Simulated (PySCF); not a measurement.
# [Gd(SH)2]+: other functionals and bases at one geometry

An exercise on one series of results from a longer session: the logs are not shown, and one member is left open.

Method: several levels, as the steps say, no spin–orbit coupling; program: PySCF 2.14.0.

1 further run of the same task is left out (for a known fault of the program).

## Where the work starts

5 atoms, charge 1, spin multiplicity 1.

Bond lengths: Gd1–S2 2.499 Å, Gd1–S4 2.499 Å, S2–H3 1.360 Å, S4–H5 1.360 Å. Angles: S2–Gd1–S4 98.3°, Gd1–S2–H3 95.6°, Gd1–S4–H5 95.6°.

As a file:

| atom | x (Å) | y (Å) | z (Å) |
| --- | --- | --- | --- |
| Gd1 | 0.0000 | 0.0000 | -0.7655 |
| S2 | 1.8888 | -0.0843 | 0.8685 |
| H3 | 2.8659 | -0.2291 | -0.0659 |
| S4 | -1.8888 | 0.0843 | 0.8685 |
| H5 | -2.8659 | 0.2291 | -0.0659 |

Formal oxidation states: Gd +3. Each metal's 7 4f electrons lie in its core potential, so multiplicities, spins and levels count the valence alone. An earlier session relaxed this geometry at PBE0, Gd lcecp-1-SVP with ECP53, S def2-SVP, H def2-SVP (singlet, point group C2).

At PBE0 on the finer grid: E = -832.787606 Eh, HOMO -12.12 eV, LUMO -7.41 eV, Mulliken charge on Gd1 +1.11 e, largest force component 0.021 eV/Å. 

Levels to run: TPSSh; revPBE; PBE0, TZVP. Hardware: 2 threads of Arm Neoverse V1, shared host.

Set-up of the first run:

Input file run.py (the lines that set the calculation):

```python
mol = gto.M(atom='''
Gd     0.00000     0.00000    -0.76548
S      1.88885    -0.08432     0.86848
H      2.86585    -0.22909    -0.06590
S     -1.88885     0.08432     0.86848
H     -2.86585     0.22909    -0.06590''',
    basis={'Gd': 'lcecp-1-SVP', 'S': 'def2-SVP', 'H': 'def2-SVP'},
    ecp={'Gd': 'lcecp-1-SVP'},
    charge=1, spin=0)
mf = dft.RKS(mol, xc='TPSSH')
mf.grids.atom_grid = (75, 302)  # f atoms: unpruned, at least (60, 302)
mf = mf.density_fit()  # fitting sets: Gd AutoAux, S def2-universal-JKFIT, H def2-universal-JKFIT
mf.conv_tol = 1e-08; mf.max_cycle = 55
mf.kernel(dm0)  # dm0: the density of the relaxed state
```

Launch:

```
$ OMP_NUM_THREADS=2 python run.py
```

Steps of the session up to this table: TPSSh; revPBE; PBE0, TZVP.

One of the session's tables, all rows but one given; the rest of the session is left out.

| level | HOMO (eV) | gap (eV) | charge on Gd1 (e) | dipole (D) | largest force component (eV/Å) |
| --- | --- | --- | --- | --- | --- |
| PBE0 (relaxed here) | -12.12 | 4.71 | 1.11 | 7.54 | 0.02 |
| TPSSh | -11.54 | 3.88 | 1.13 | 7.47 | 0.29 |
| revPBE | ? | ? | ? | ? | ? |
| PBE0, TZVP | -12.05 | 4.72 | 1.39 | 7.18 | 0.19 |

**Question.** Estimate the row for revPBE.

The run gave: HOMO (eV): -11.00; gap (eV): 2.98; charge on Gd1 (e): 1.02; dipole (D): 6.85; largest force component (eV/Å): 0.40. In the column «HOMO (eV)» it is the highest.

The dipole of a charged species depends on the origin, so these sizes hold for this origin alone.

In one basis the HOMO–LUMO gap runs from 2.98 eV (revPBE) to 4.71 eV (PBE0). The largest leftover force, 0.40 eV/Å with revPBE, stands at a geometry relaxed at another level. With 4f in the core, its levels are missing from HOMO and gap, and its count is fixed, so no charge can pass from the ligands into it. Total energies of different levels can't be compared.
